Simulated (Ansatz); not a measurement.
**B₂H₈N₂Si: up Jacob's ladder to CCSD(T)**

One table from this session's results is given with a row withheld; the runs are named, their logs left out.

Program: Ansatz 0.2.0, Gaussian basis. Level of theory: functionals in def2-TZVPP, the program's frozen cores in correlated methods. These are calculated values, not measurements.

Levels to be run: PBE-D4, r2SCAN-D4, PBE0-D4, B3LYP-D4, ωB97X-V, ωB97M-V, B2PLYP; CCSD(T)/def2-TZVPP; MP2/def2-QZVPP; extrapolation to the limit.

**The geometry**

The geometry comes from an earlier relaxation with PBE0-D4 in a triple-zeta def2 set; it is a stationary point, not always the lowest conformer.

13 atoms, charge 0, spin multiplicity 1.

Atoms are counted from 1 here; the program's logs count them from 0.

Bond lengths: B1–N2 1.401 Å, B1–H6 1.198 Å, B1–H7 1.198 Å, N2–Si3 1.744 Å, N2–H8 1.011 Å, Si3–B4 1.949 Å, Si3–N5 1.866 Å, Si3–H9 1.482 Å, B4–N5 1.629 Å, B4–H10 1.196 Å, B4–H11 1.200 Å, N5–H12 1.010 Å, N5–H13 1.011 Å. Angles: N2–B1–H6 118.8°, N2–B1–H7 119.8°, H6–B1–H7 121.4°, B1–N2–Si3 127.1°, B1–N2–H8 117.3°, Si3–N2–H8 115.4°, N2–Si3–B4 122.9°, N2–Si3–N5 109.5°, N2–Si3–H9 107.2°, B4–Si3–N5 50.5°, B4–Si3–H9 128.9°, N5–Si3–H9 105.7°, Si3–B4–N5 62.1°, Si3–B4–H10 119.6°, Si3–B4–H11 115.8°, N5–B4–H10 113.2°, N5–B4–H11 111.8°, H10–B4–H11 119.9° and more.

The first run:

File in.yaml:

```yaml
crystal:
  periodic: [false, false, false]
  atoms:
    - {symbol: B, position_ang: [-1.096265, 2.014836, 1.013317]}
    - {symbol: N, position_ang: [-1.014836, 0.645526, 0.728746]}
    - {symbol: Si, position_ang: [-0.344391, -0.094343, -0.700677]}
    - {symbol: B, position_ang: [0.371409, -1.907199, -0.717830]}
    - {symbol: N, position_ang: [1.386369, -0.691446, -0.338574]}
    - {symbol: H, position_ang: [-0.629135, 2.795468, 0.233704]}
    - {symbol: H, position_ang: [-1.624570, 2.382635, 2.023590]}
    - {symbol: H, position_ang: [-1.435629, 0.007938, 1.391155]}
    - {symbol: H, position_ang: [-0.194948, 0.974233, -1.716777]}
    - {symbol: H, position_ang: [0.632276, -2.429406, -1.762246]}
    - {symbol: H, position_ang: [0.108105, -2.582041, 0.238695]}
    - {symbol: H, position_ang: [2.133000, -0.493221, -0.989637]}
    - {symbol: H, position_ang: [1.728814, -0.657579, 0.611536]}
basis:
  gaussian: {orbitals: def2-TZVPP}
hamiltonian: {xc: pbe, dispersion: d4}
output: {forces: true, orbitals: {seedname: orbitals}}
```

On the command line:

```sh
$ ansatz run in.yaml --threads 4 --pin off --events-out ev --progress --plain --max-ram 10444MiB
```

Steps of the session up to this table: PBE-D4 (GGA); r2SCAN-D4 (meta-GGA); PBE0-D4 (hybrid); B3LYP-D4 (hybrid); ωB97X-V (range-separated); ωB97M-V (range-separated); B2PLYP (double hybrid); CCSD(T) in def2-TZVPP; MP2 in def2-QZVPP.

One of the session's tables, all rows but one given; the rest of the session is left out.

```
            method  atomisation energy (kcal/mol)
            PBE-D4                         1107.7
         r2SCAN-D4                         1092.3
           PBE0-D4                         1091.8
          B3LYP-D4                         1097.7
           ωB97X-V                         1096.8
           ωB97M-V                         1098.2
            B2PLYP                         1081.4
     HF/def2-TZVPP                          794.5
    MP2/def2-TZVPP                              ?
   CCSD/def2-TZVPP                         1042.2
CCSD(T)/def2-TZVPP                         1056.8
           MP2/CBS                         1097.0
       CCSD(T)/CBS                         1085.7
```

**Question.** Estimate the row for MP2/def2-TZVPP.

**Answer.** atomisation energy (kcal/mol): 1068.1. In the column «atomisation energy (kcal/mol)» it lies between CCSD(T)/def2-TZVPP (1056.8) and B2PLYP (1081.4).

Caveats from the session: Free atoms (2 B, 2 N, 1 Si, 8 H) were run apart at each level; the atomisation energy is their sum less the molecule, without zero-point or spin-orbit terms.
